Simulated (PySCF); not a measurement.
# CoO₂Cl: singlet, from a T-shaped (ligand arrangement 1) start

Aim: relax CoO₂Cl as a singlet from a T-shaped (ligand arrangement 1) start, check by its vibrations whether the end is a minimum, and collect its spectrum and constants.

Program: PySCF 2.14.0. Level of theory: PBE0, basis Co def2-TZVP, O def2-TZVP, Cl def2-TZVP, no relativity, density fitting. These are calculated values, not measurements.

### Step 1. Where the work starts

4 atoms, charge 0, spin multiplicity 1.

Bond lengths: Co1–O2 1.600 Å, Co1–O3 1.600 Å, Co1–Cl4 2.100 Å. Angles: O2–Co1–O3 176.0°, O2–Co1–Cl4 88.0°, O3–Co1–Cl4 88.0°.

```xyz
4
charge 0 multiplicity 1
Co    0.0000    0.0000    0.0000
O     1.5990    0.0000    0.0558
O    -1.5990    0.0000    0.0558
Cl    0.0000    0.0000    2.1000
```

### Step 2. Finding the electronic state

One driver script runs all steps and calls PySCF; scf.py shows how it sets up the SCF of each step. The optimiser is the driver's own. After this first run the driver tries any further starts and a stability analysis.

Input file scf.py:

```python
from pyscf import gto, scf, dft
mol = gto.M(atom='''
Co     0.000000     0.000000     0.000000
O      1.599000     0.000000     0.055800
O     -1.599000     0.000000     0.055800
Cl     0.000000     0.000000     2.100000''',
    basis={'Co': 'def2-TZVP', 'O': 'def2-TZVP', 'Cl': 'def2-TZVP'},
    charge=0, spin=0)
mf = dft.RKS(mol, xc='PBE0')
mf.grids.atom_grid = (50, 194)
aux = {'Co': 'def2-universal-JKFIT', 'O': 'def2-universal-JKFIT', 'Cl': 'def2-universal-JKFIT'}
mf = mf.density_fit(auxbasis=aux)
mf.conv_tol = 1e-08
mf.diis_space = 10
mf.max_cycle = 60
mf.init_guess = 'minao'
mf.verbose = 4
mf.kernel()
```

Launch:

```
OMP_NUM_THREADS=4 python axn.py task.json out
```

Standard output (excerpt; [...] marks lines left out):

```text
[... the frontier levels of the middle cycles are left out ...]
init E= -1991.99706847185
  HOMO = 0.173316425040841  LUMO = 0.181136858141063  gap/eV = 0.21280
cycle= 1 E= -1976.03419370916  delta_E=   16  |g|= 8.15  |ddm|= 15.9
  HOMO = -1.15503531987703  LUMO = -0.951147468129662  gap/eV = 5.54807
cycle= 2 E= -1898.19709428332  delta_E= 77.8  |g|= 24.3  |ddm|=   21
  HOMO = -0.617466197203529  LUMO = -0.603195101122177  gap/eV = 0.38834
cycle= 3 E= -1963.22260400187  delta_E=  -65  |g|= 15.4  |ddm|= 9.97
cycle= 4 E= -1974.50935393477  delta_E= -11.3  |g|= 11.7  |ddm|= 4.97
cycle= 5 E= -1972.08233181357  delta_E= 2.43  |g|= 10.8  |ddm|= 5.31
cycle= 6 E= -1983.40705638545  delta_E= -11.3  |g|= 8.69  |ddm|= 6.12
cycle= 7 E= -1987.14954985922  delta_E= -3.74  |g|= 6.63  |ddm|= 2.02
cycle= 8 E= -1990.47960790354  delta_E= -3.33  |g|=  4.3  |ddm|= 2.01
cycle= 9 E= -1990.90547633232  delta_E= -0.426  |g|= 4.06  |ddm|= 0.464
cycle= 10 E= -1990.00250748453  delta_E= 0.903  |g|= 4.84  |ddm|= 0.377
cycle= 11 E= -1991.48999083743  delta_E= -1.49  |g|= 3.37  |ddm|= 0.558
cycle= 12 E= -1991.5134525903  delta_E= -0.0235  |g|= 3.22  |ddm|= 1.76
cycle= 13 E= -1992.45067674428  delta_E= -0.937  |g|= 1.81  |ddm|=  1.4
cycle= 14 E= -1992.79787776224  delta_E= -0.347  |g|= 0.319  |ddm|= 0.486
cycle= 15 E= -1992.79889598743  delta_E= -0.00102  |g|= 0.309  |ddm|= 0.165
cycle= 16 E= -1992.80529362189  delta_E= -0.0064  |g|= 0.161  |ddm|= 0.126
cycle= 17 E= -1992.81020885981  delta_E= -0.00492  |g|= 0.0356  |ddm|= 0.0782
cycle= 18 E= -1992.81035851354  delta_E= -0.00015  |g|= 0.0153  |ddm|= 0.0141
cycle= 19 E= -1992.81038438751  delta_E= -2.59e-05  |g|= 0.00801  |ddm|= 0.00645
cycle= 20 E= -1992.81039111239  delta_E= -6.72e-06  |g|= 0.0047  |ddm|= 0.00346
cycle= 21 E= -1992.8103947428  delta_E= -3.63e-06  |g|= 0.000748  |ddm|= 0.00458
cycle= 22 E= -1992.81039490733  delta_E= -1.65e-07  |g|= 7.68e-05  |ddm|= 0.00124
cycle= 23 E= -1992.81039492192  delta_E= -1.46e-08  |g|= 6.68e-05  |ddm|= 0.000466
cycle= 24 E= -1992.81039492368  delta_E= -1.75e-09  |g|= 1.97e-05  |ddm|= 0.000111
  HOMO = -0.331934248208347  LUMO = -0.22053105266488  gap/eV = 3.03144
Extra cycle  E= -1992.81039492175  delta_E= 1.93e-09  |g|= 0.000137  |ddm|= 4.8e-05
converged SCF energy = -1992.81039492175
```

This step, with its further starts and checks, ran for 16 s (4 threads of Arm Neoverse V1, shared host).

Energies from each starting density:

```csv
start,energy (Eh)
the minimal-basis guess,-1992.810395
a thermally smeared density,-1992.810395
a smeared PBE density,-1992.810395
```

The test of internal stability and the other starts found no lower closed-shell solution.

### Step 3. Relaxation: T-shaped (ligand arrangement 1) start, singlet

The program finds C2v symmetry in the start, which this walk keeps. The walk stops when the largest gradient is under 0.0003 Eh/bohr and the energy has settled too.

Edit scf.py of step 2 so:

```diff
@@ -3,4 +3,4 @@
-Co     0.000000     0.000000     0.000000
-O      1.599000     0.000000     0.055800
-O     -1.599000     0.000000     0.055800
-Cl     0.000000     0.000000     2.100000''',
+Co    -0.000000     0.000000    -0.597494
+O      1.599000     0.000000    -0.541694
+O     -1.599000     0.000000    -0.541694
+Cl     0.000000     0.000000     1.502506''',
@@ -16 +15,0 @@
-mf.init_guess = 'minao'
```

Steps of the walk:

```csv
step,energy (Eh),change (kJ/mol),largest symmetric gradient (Eh/bohr)
0,-1992.810395,0.00,0.04806
1,-1992.817561,-18.81,0.01174
2,-1992.820387,-26.24,0.02072
3,-1992.824325,-36.57,0.03111
4,-1992.830787,-53.54,0.04198
5,-1992.839350,-76.02,0.04116
6,-1992.848043,-98.84,0.02632
7,-1992.850735,-105.91,0.02407
8,-1992.851884,-108.93,0.00736
9,-1992.852053,-109.37,0.00165
10,-1992.852060,-109.39,0.00029
11,-1992.852060,-109.39,0.00001
```

The walk took 28 s.

Geometry (Å) and forces (eV/Å) at some steps:

```
step 0
Co   0.000   0.000  -0.597  -0.001   0.000   0.166
O    1.599   0.000  -0.542  -2.471   0.000  -0.475
O   -1.599   0.000  -0.542   2.472   0.000  -0.475
Cl   0.000   0.000   1.503   0.000   0.000   0.784
step 1
Co   0.000   0.000  -0.586   0.000   0.000   0.604
O    1.541   0.000  -0.567   0.255   0.000  -0.566
O   -1.541   0.000  -0.567  -0.255   0.000  -0.566
Cl   0.000   0.000   1.541   0.000   0.000   0.529
step 6
Co   0.000   0.000  -0.331   0.000   0.000   0.577
O    1.474   0.000  -0.811  -1.353   0.000  -0.083
O   -1.474   0.000  -0.811   1.353   0.000  -0.083
Cl   0.000   0.000   1.776   0.000   0.000  -0.412
step 11
Co   0.000   0.000  -0.265   0.002   0.000  -0.001
O    1.406   0.000  -0.859  -0.001   0.000   0.001
O   -1.406   0.000  -0.859   0.000   0.000   0.000
Cl   0.000   0.000   1.806   0.000   0.000   0.000
```

After 11 steps and 109.4 kJ/mol it ends at C2v: Co–Cl 2.071 Å, Co–O 1.526 Å (×2); Cl–Co–O 112.9° (×2), O–Co–O 134.2°.

### Step 4. Hessian and properties

The point is checked on the finer grid, and tightened if its gradient asks for it. The Hessian and the dipole derivatives come from central differences of analytic gradients, with steps of 0.02 bohr.

Edit scf.py of step 3 so:

```diff
@@ -3,4 +3,4 @@
-Co    -0.000000     0.000000    -0.597494
-O      1.599000     0.000000    -0.541694
-O     -1.599000     0.000000    -0.541694
-Cl     0.000000     0.000000     1.502506''',
+Co    -0.000000     0.000000    -0.423495
+O      1.405213     0.000000    -1.019164
+O     -1.405213     0.000000    -1.019164
+Cl     0.000000     0.000000     1.647444''',
@@ -10 +10 @@
-mf.grids.atom_grid = (50, 194)
+mf.grids.atom_grid = (75, 302)
@@ -13 +13 @@
-mf.conv_tol = 1e-08
+mf.conv_tol = 1e-10
```

The driver hands on the density of the step before, so the log starts near convergence.

SCF at the final geometry:

```text
init E= -1992.8519188907
  HOMO = -0.331960230864522  LUMO = -0.212669692466192  gap/eV = 3.24606
cycle= 1 E= -1992.85191889041  delta_E= 2.91e-10  |g|= 5.11e-05  |ddm|= 1.58e-05
  HOMO = -0.331964825835706  LUMO = -0.212676487348205  gap/eV = 3.24600
cycle= 2 E= -1992.85191887817  delta_E= 1.22e-08  |g|= 0.000335  |ddm|= 0.000101
  HOMO = -0.33196082127005  LUMO = -0.212669912807337  gap/eV = 3.24607
cycle= 3 E= -1992.8519188907  delta_E= -1.25e-08  |g|= 5.76e-06  |ddm|= 8.69e-05
  HOMO = -0.33196080231848  LUMO = -0.212670242438451  gap/eV = 3.24606
cycle= 4 E= -1992.8519188907  delta_E= 1.36e-12  |g|= 3.33e-06  |ddm|= 3.8e-06
  HOMO = -0.331960731803953  LUMO = -0.21267038351759  gap/eV = 3.24606
Extra cycle  E= -1992.85191889063  delta_E= 6.87e-11  |g|= 2.04e-05  |ddm|= 9.96e-06
converged SCF energy = -1992.85191889063
```

The whole step took 49 s.

Geometry: C2v; Co–Cl 2.071 Å, Co–O 1.526 Å (×2); Cl–Co–O 113.0° (×2), O–Co–O 134.1°.

Modes, for the most abundant isotopes:

| symmetry | ω (cm⁻¹) | IR (km/mol) | type |
| --- | --- | --- | --- |
| b2 | 200 | 0.2 | bend |
| b1 | 211 | 9.7 | bend |
| a1 | 305 | 0.9 | bend |
| a1 | 450 | 31.3 | mixed |
| a1 | 1031 | 59.0 | stretch |
| b2 | 1122 | 188 | stretch |

All wavenumbers are real: a minimum.

Constants and moments:

| Item | Value |
| --- | --- |
| Dipole moment | 0.40 D |
| Highest occupied level | -9.03 eV |
| Lowest empty level | -5.79 eV |
| Rotational constants | 0.2669, 0.1215, 0.08351 cm⁻¹ |
| Zero-point energy | 19.9 kJ/mol |
| Principal polarisabilities | 25.4, 51.8, 59.7 bohr³ |
| Atomisation energy without zero-point energy | 867 kJ/mol |
| Principal traceless quadrupole moments about the centre of mass | -2.47, 0.11, 2.36 D Å |
| Entropy at 298.15 K and 1 bar | 298.9 J/(mol K) |
| Heat capacity Cp at 298.15 K | 63.8 J/(mol K) |
| Enthalpy at 298.15 K above 0 K | 14.74 kJ/mol |
| Rotational symmetry number | 2 |

Charges (e) and bond orders:

```json
{"atom": "Co1", "Mulliken": "0.99", "Löwdin": "-0.02", "polar tensor": "1.32", "Mayer order to Co1": "–"}
{"atom": "O2,3", "Mulliken": "-0.38", "Löwdin": "-0.08", "polar tensor": "-0.51", "Mayer order to Co1": "1.74"}
{"atom": "Cl4", "Mulliken": "-0.23", "Löwdin": "0.18", "polar tensor": "-0.31", "Mayer order to Co1": "0.98"}
```

Mulliken populations on Co1: s 6.40, p 12.36, d 7.25, f 0.00.

### Step 5. A spin-polarised start

A stability analysis found the closed shell of the lowest minimum unstable towards spin polarisation, so the unrestricted solution is followed.

The program finds C2v symmetry in the start, which may break.

Edit scf.py of step 4 so:

```diff
@@ -3,4 +3,4 @@
-Co    -0.000000     0.000000    -0.423495
-O      1.405213     0.000000    -1.019164
-O     -1.405213     0.000000    -1.019164
-Cl     0.000000     0.000000     1.647444''',
+Co     0.000000     0.000000    -0.423880
+O      1.405213     0.000000    -1.019549
+O     -1.405213     0.000000    -1.019549
+Cl    -0.000000     0.000000     1.647060''',
@@ -9,2 +9,2 @@
-mf = dft.RKS(mol, xc='PBE0')
-mf.grids.atom_grid = (75, 302)
+mf = dft.UKS(mol, xc='PBE0')
+mf.grids.atom_grid = (50, 194)
@@ -13 +13 @@
-mf.conv_tol = 1e-10
+mf.conv_tol = 1e-08
```

The optimiser's trace:

```csv
step,energy (Eh),change (kJ/mol),largest gradient (Eh/bohr)
0,-1992.863631,0.00,0.03652
1,-1992.865887,-5.92,0.01249
2,-1992.866853,-8.46,0.00726
3,-1992.866931,-8.66,0.00616
4,-1992.867108,-9.13,0.00368
5,-1992.867126,-9.18,0.00044
6,-1992.867127,-9.18,0.00010
```

The walk took 32 s.

Geometry (Å) and forces (eV/Å) at some steps:

```
step 0
Co   0.000   0.000  -0.424   0.000   0.000   1.878
O    1.405   0.000  -1.020   0.757   0.000  -0.867
O   -1.405   0.000  -1.020  -0.757   0.000  -0.867
Cl   0.000   0.000   1.647   0.000   0.000  -0.143
step 1
Co   0.000   0.001  -0.395   0.000  -0.002   0.642
O    1.406   0.000  -1.043  -0.211   0.001  -0.278
O   -1.406   0.000  -1.043   0.211   0.001  -0.278
Cl   0.000   0.000   1.665   0.000   0.001  -0.086
step 3
Co   0.000   0.019  -0.359   0.000  -0.090  -0.159
O    1.380  -0.007  -1.074  -0.317   0.035   0.056
O   -1.380  -0.007  -1.074   0.317   0.035   0.056
Cl   0.000  -0.005   1.690   0.000   0.021   0.048
step 6
Co   0.000   0.000  -0.350   0.000   0.000  -0.002
O    1.364   0.000  -1.084   0.002   0.000  -0.002
O   -1.364   0.000  -1.084  -0.002   0.000  -0.002
Cl   0.000   0.000   1.701   0.000   0.000   0.005
```

End point (C2v, 6 steps, 9.2 kJ/mol gained): Co–Cl 2.052 Å, Co–O 1.549 Å (×2); Cl–Co–O 118.3° (×2), O–Co–O 123.5°.

### Step 6. Vibrations and properties at this point

The same treatment as at the point before.

Edit scf.py of step 5 so:

```diff
@@ -3,4 +3,4 @@
-Co     0.000000     0.000000    -0.423880
-O      1.405213     0.000000    -1.019549
-O     -1.405213     0.000000    -1.019549
-Cl    -0.000000     0.000000     1.647060''',
+Co    -0.000000    -0.000019    -0.383528
+O      1.363718    -0.000054    -1.117102
+O     -1.363718    -0.000054    -1.117102
+Cl     0.000000     0.000081     1.668666''',
@@ -10 +10 @@
-mf.grids.atom_grid = (50, 194)
+mf.grids.atom_grid = (75, 302)
@@ -13 +13 @@
-mf.conv_tol = 1e-08
+mf.conv_tol = 1e-10
```

Log of the central SCF (cycles and frontier levels):

```text
init E= -1992.86703830054
[... the frontier-level lines of each cycle are left out ...]
cycle= 1 E= -1992.86703830052  delta_E= 1.09e-11  |g|= 8.06e-06  |ddm|= 9.59e-06
Extra cycle  E= -1992.86703830022  delta_E= 3.06e-10  |g|= 3.49e-05  |ddm|= 1.92e-05
converged SCF energy = -1992.86703830022  <S^2> = 0.94259154  2S+1 = 2.1841168
```

The whole step ran for 2.4 min (4 threads of Arm Neoverse V1, shared host).

Geometry: C2v; Co–Cl 2.052 Å, Co–O 1.549 Å (×2); Cl–Co–O 118.3° (×2), O–Co–O 123.4°.

Harmonic modes (main isotopes):

| ω (cm⁻¹) | IR (km/mol) | type |
| --- | --- | --- |
| 176 | 15.0 | bend |
| 181 | 0.3 | bend |
| 278 | 0.4 | bend |
| 459 | 38.3 | stretch |
| 898 | 15.2 | stretch |
| 961 | 31.1 | stretch |

All wavenumbers are real: a minimum.

Here the density breaks the symmetry of the frame, and no labels are given.

Properties at this point:

```yaml
Dipole_moment: 0.13 D
Highest_occupied_level: -9.40 eV
Lowest_empty_level: -5.02 eV
Rotational_constants: 0.2834, 0.1155, 0.08205 cm⁻¹
Zero-point_energy: 17.7 kJ/mol
Principal_polarisabilities: 26.3, 54.9, 64.5 bohr³
Atomisation_energy_without_zero-point_energy: 907 kJ/mol
Principal_traceless_quadrupole_moments_about_the_centre_of_mass: -2.22, -0.54, 2.76 D Å
Entropy_at_298.15_K_and_1_bar: 302.1 J/(mol K)
Heat_capacity_Cp_at_298.15_K: 65.5 J/(mol K)
Enthalpy_at_298.15_K_above_0_K: 15.15 kJ/mol
Rotational_symmetry_number: 2
Spin_squared_⟨S²⟩: 0.943
```

Charges (e) and bond orders:

```tsv
atom	Mulliken	Löwdin	polar tensor	spin (Mulliken)	Mayer order to Co1
Co1	0.96	-0.05	0.88	0.00	–
O2	-0.36	-0.07	-0.26	0.71	1.70
O3	-0.36	-0.07	-0.26	-0.71	1.70
Cl4	-0.25	0.20	-0.35	0.00	1.00
```

Mulliken populations on Co1: s 6.40, p 12.35, d 7.29, f 0.00.

### Step 7. All stationary points

| spin | group | bonds | imaginary modes (cm⁻¹) | ΔE (kJ/mol) | with zero-point energy |
| --- | --- | --- | --- | --- | --- |
| broken-symmetry (Ms = 0) | C2v (density of lower symmetry) | Co–Cl 2.052 Å, Co–O 1.549 Å (×2) | none | 0.0 | 0.0 |
| singlet | C2v | Co–Cl 2.071 Å, Co–O 1.526 Å (×2) | none | 39.7 | 41.9 |

### Step 8. Results

```
                                          quantity                                                                 value
                                           minimum                                         broken-symmetry (Ms = 0), C2v
                                          geometry  Co–Cl 2.052 Å, Co–O 1.549 Å (×2); Cl–Co–O 118.3° (×2), O–Co–O 123.4°
                                wavenumbers (cm⁻¹)                                          176, 181, 278, 459, 898, 961
                                     dipole moment                                                                0.13 D
highest occupied, lowest empty level (either spin)                                                       -9.40, -5.02 eV
                        polar-tensor charge of Co1                                                               +0.88 e
                                 zero-point energy                                                           17.7 kJ/mol
                               entropy at 298.15 K                                                       302.1 J/(mol K)
         atomisation energy (no zero-point energy)                                                            907 kJ/mol
                                              ⟨S²⟩                                                                 0.943
```

**Reading.** The T-shaped (ligand arrangement 1) start keeps its C2v symmetry and ends in a minimum. The determinant is spin-contaminated (⟨S²⟩ = 0.94 against 0.00), so it is no pure spin state. In the infrared the band at 459 cm⁻¹ (stretch) leads. Other starts or spin states, not run here, may lie lower. The SCF density has lower symmetry than the nuclear frame.

The search up to here took 4.6 min.
